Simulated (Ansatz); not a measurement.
**LuPd: how the settings move a single-point run**

How sensitive is a single-point run of LuPd to its settings? A reference run comes first, then one run with altered input.

Program: Ansatz 0.2.0. Level of theory: reference: DFT, PBEsol, PAW with Ansatz's default frozen-core files, scalar-relativistic. These are calculated values, not measurements.

1 further run of the same task is left out (it didn't finish).

### 1 The structure to begin with

The structure is trigonal, space group R3m (No. 160). Conventional cell: a = 4.822 Å, b = 4.822 Å, c = 5.906 Å, α = 90.00°, β = 90.00°, γ = 120.00°. Lu (site symmetry 3m) is surrounded by 1 Pd at 2.07 Å. Pd (site symmetry 3m) is surrounded by 1 Lu at 2.07 Å.

Coordinates:

```cif
data_structure
_symmetry_space_group_name_H-M 'P 1'
_symmetry_Int_Tables_number 1
_cell_length_a 3.4096
_cell_length_b 3.4096
_cell_length_c 3.4096
_cell_angle_alpha 90.000
_cell_angle_beta 90.000
_cell_angle_gamma 90.000
_cell_volume 39.64
loop_
_atom_site_label
_atom_site_type_symbol
_atom_site_fract_x
_atom_site_fract_y
_atom_site_fract_z
_atom_site_occupancy
Lu1 Lu 0.92500 0.92500 0.92500 1
Pd1 Pd 0.57500 0.57500 0.57500 1
```

### 2 Reference

Input file input.yaml:

```yaml
crystal:
  lattice:
    - [3.40962722, 0.0, 0.0]
    - [0.0, 3.40962722, 0.0]
    - [0.0, 0.0, 3.40962722]
  atoms:
    - { symbol: Lu, position: [-0.075, -0.075, -0.075] }
    - { symbol: Pd, position: [0.575, 0.575, 0.575] }
kpoints:
  mp_grid: { grid: [9, 9, 9] }
scf:
  occupations: { method: fermi_dirac, width: 0.05 }
hamiltonian:
  xc: pbesol
  pseudopotentials: { kind: paw }
output:
  forces: true
  stress: true
  eigenvalues: true
  efg: { contact_densities: true }
  populations: true
```

Launch:

```sh
$ ansatz run input.yaml --threads 1 --pin off --max-ram 2048MiB --backend cpu --events-out ev --progress --plain --runs-dir out
```

### 3 Changing settings: occupations.method cold, occupations.width 0.2, ecutwfc 600 eV

Changes to input.yaml since step 2:

```diff
@@ -11,3 +11,3 @@
 scf:
-  occupations: { method: fermi_dirac, width: 0.05 }
+  occupations: { method: cold, width: 0.2 }
 hamiltonian:
@@ -21 +21,3 @@
   populations: true
+basis:
+  ecutwfc: "600 eV"
```

What does the calculation give? Wanted: for each run, ending; energy change; pressure; gap; force.

As calculated:

```
                                                              run     ending        energy change  pressure (GPa)  gap (eV)  force (eV/Å)  cycles  time
                                                        reference  converged                    0            29.5      0.00          9.67       9  15 s
1: occupations.method cold, occupations.width 0.2, ecutwfc 600 eV  converged  -3.5 meV/atom (σ→0)            29.4      0.00          9.61       9  27 s
```

Residual by cycle in the longest SCF loop of each run; runs are numbered as in the table. The quantity is the density residual dr2, in eV.

```
cycle  reference    run 1
    1     0.0212   0.0211
    2    0.00567  0.00565
    3    0.00167   0.0017
    4     4.3e-4   4.6e-4
    5     1.6e-4   1.3e-4
    6     1.2e-5   9.0e-6
    7     1.8e-6   1.5e-6
    8     2.3e-7   2.0e-7
    9     2.6e-8   3.1e-8
```

**Reading.** Changing the smearing and cutoff moves the energy by -3.5 meV/atom (σ→0 values), and the largest force goes from 9.67 to 9.61 eV/Å. More than one kind of setting changed, and this run alone doesn't tell their shares apart. Cost: 27 s against 15 s. The structure is not at rest: the sound run finds 30 GPa, so these are no properties of the relaxed crystal. 
